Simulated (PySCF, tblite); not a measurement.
# C₄H₄BFO₄: geometry, infrared bands and NMR shifts

What infrared bands and NMR shifts should C₄H₄BFO₄ (`O=COC1=C(F)C=[O+][BH2-]O1`) show?

The runs use tblite 0.8.0 and PySCF 2.14.0, with density-fitted response routines of our own; the level of theory stands in each step. All values are computed, except where a source is named. Atoms are numbered from 0 throughout.

## 1. The molecule as given

14 atoms, charge 0, multiplicity 1; geometry from: force field or distance geometry start.

Bonds of the start (Å): O0–C1 1.26, C1–O2 1.38, O2–C3 1.40, C3–C4 1.32, C4–F5 1.35, C4–C6 1.45, C6–O7 1.25, O7–B8 1.49, B8–O9 1.48, O9–C3 1.38, C1–H10 1.08, C6–H11 1.10, B8–H12 1.21, B8–H13 1.19.

## 2. Optimising the geometry with GFN2-xTB

The job: settings as JSON, then the geometry in Å.

```
{"job": {"kind": "relax", "xc": "GFN2-xTB", "basis": "xTB"}, "charge": 0, "multiplicity": 1}
O      2.167100    -1.825200    -0.612800
C      2.712200    -0.703600    -0.464600
O      1.929300     0.387500    -0.141000
C      0.539300     0.332400    -0.006800
C     -0.141400     1.417700     0.305300
F      0.434500     2.629700     0.469100
C     -1.583700     1.305100     0.437400
O     -2.214200     0.234400     0.305700
B     -1.534100    -1.053200    -0.030400
O     -0.073300    -0.889400    -0.164700
H      3.788600    -0.648700    -0.568400
H     -2.198000     2.182000     0.688800
H     -2.040100    -1.492400    -1.032900
H     -1.786700    -1.876700     0.793200
```

On the command line:

```sh
$ OMP_NUM_THREADS=1 python probes_run.py task.json out
```

This one command runs all jobs of the session in turn.

**Question.** This job is followed by: GFN2-xTB harmonic vibrations, gas phase; GIAO PBE0/pcSseg-1 NMR shielding, non-relativistic, gas phase. What will the session give for the following? strongest single infrared mode (GFN2-xTB); zero-point energy (GFN2-xTB); ¹³C shifts against TMS (PBE0/pcSseg-1); ¹H shifts against TMS (PBE0/pcSseg-1, means over atoms taken as alike); ¹⁷O shifts against H2O (PBE0/pcSseg-1); ¹⁹F shifts against CFCl3 (PBE0/pcSseg-1); ¹¹B shifts against BF3·OEt2 (PBE0/pcSseg-1).

**Answer**, as computed:

```
                                                              quantity                           value
                             strongest single infrared mode (GFN2-xTB)           1462 cm⁻¹, 492 km/mol
                                          zero-point energy (GFN2-xTB)                   51.6 kcal/mol
                                ¹³C shifts against TMS (PBE0/pcSseg-1)  178.7, 170.6, 157.0, 138.1 ppm
¹H shifts against TMS (PBE0/pcSseg-1, means over atoms taken as alike)            8.16, 8.08, 4.21 ppm
                                ¹⁷O shifts against H2O (PBE0/pcSseg-1)  505.6, 272.2, 246.9, 229.4 ppm
                              ¹⁹F shifts against CFCl3 (PBE0/pcSseg-1)                      -216.5 ppm
                           ¹¹B shifts against BF3·OEt2 (PBE0/pcSseg-1)                         5.7 ppm
```

What this shows: Relaxing lowered the energy by 1.113 eV in 32 steps; the close pair that moved most is C3–O9, from 1.376 to 1.249 Å. No mode is imaginary among the 36: a minimum at this level. The strongest single mode, at 1462 cm⁻¹, is carried by C3, C6, O9. Unscaled tight-binding wavenumbers are off by several per cent, some by more. Its intensities can rank the bands wrongly. C6 (aldehyde carbonyl carbon) lies farthest downfield among carbon, at 178.7 ppm; low-lying n→π* states of the double bond to the heteroatom give a large paramagnetic term (-244 ppm). At PBE0/pcSseg-1: The largest span, 809 ppm, is at O0, where the paramagnetic term is -570 ppm.
